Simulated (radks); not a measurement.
**Valence configurations of Pm⁺**

One table from this session's results is given with a row withheld; the runs are named, their logs left out.

Program: radks (a radial shooting solver on a logarithmic mesh, Libxc functionals) version 1. Level of theory: scalar-relativistic Kohn-Sham, BLYP, spin-polarised, spherical densities, finite nucleus; open shells are filled with parallel spins first. These are calculated values, not measurements, unless marked.

## What is computed

* element: promethium (Z = 61)
* charge: +1
* electrons: 60
* configuration: [Xe] 4f5 6s1
* nuclear rms radius: 4.962 fm
* others tried: 4f4.5 6s1.5; 4f3.5 6s1.5 6p1; 4f4 6s1 6p1; 4f5 6p1; 4f3 6s1 6p2; 4f4 5d1 6s1; 4f4 5d0.5 6s1.5; 4f4 6p2; 4f2 6s2 6p2

The outer shells:

Pm⁺
```
[Xe] core
4f [↑ ][↑ ][↑ ][↑ ][↑ ][  ][  ]
6s [↑ ]
```

The first run:

Settings of this run:

```text
Z 61
configuration [Xe] 4f5 6s1
relativity scalar-relativistic
functional b88,lyp
spin polarised
nucleus finite rms 4.962 fm
c 137.035999084
```

Command:

```bash
$ python run_ks.py task.json out
```

The same process makes all the runs of this session.

Steps of the session up to this table: [Xe] 4f5 6s1.

One table of the session follows, with a row left open; its other results are not shown here.

It belongs to the step «[Xe] 4f5 6s1». Radial moments (bohr):

| level | <r> | outermost maximum (interpolated) | 90 % within | nodes |
| --- | --- | --- | --- | --- |
| 4d down | 0.6891 | 0.602 | 1.04 | 1 |
| 5s up | 1.434 | 1.28 | 2.07 | 4 |
| 5s down | 1.451 | 1.30 | 2.10 | 4 |
| 5p up | 1.683 | 1.46 | 2.47 | 3 |
| 5p down | ? | ? | ? | ? |
| 4f up | 1.035 | 0.637 | 1.82 | 0 |
| 6s up | 3.897 | 3.45 | 5.62 | 5 |
| 4f down | 1.124 | 0.639 | 2.04 | 0 |

Estimate the missing values for 5p down.

As computed: <r>: 1.711; outermost maximum (interpolated): 1.48; 90 % within: 2.52; nodes: 3. In the column «<r>» it lies between 5p up (1.683) and 6s up (3.897).
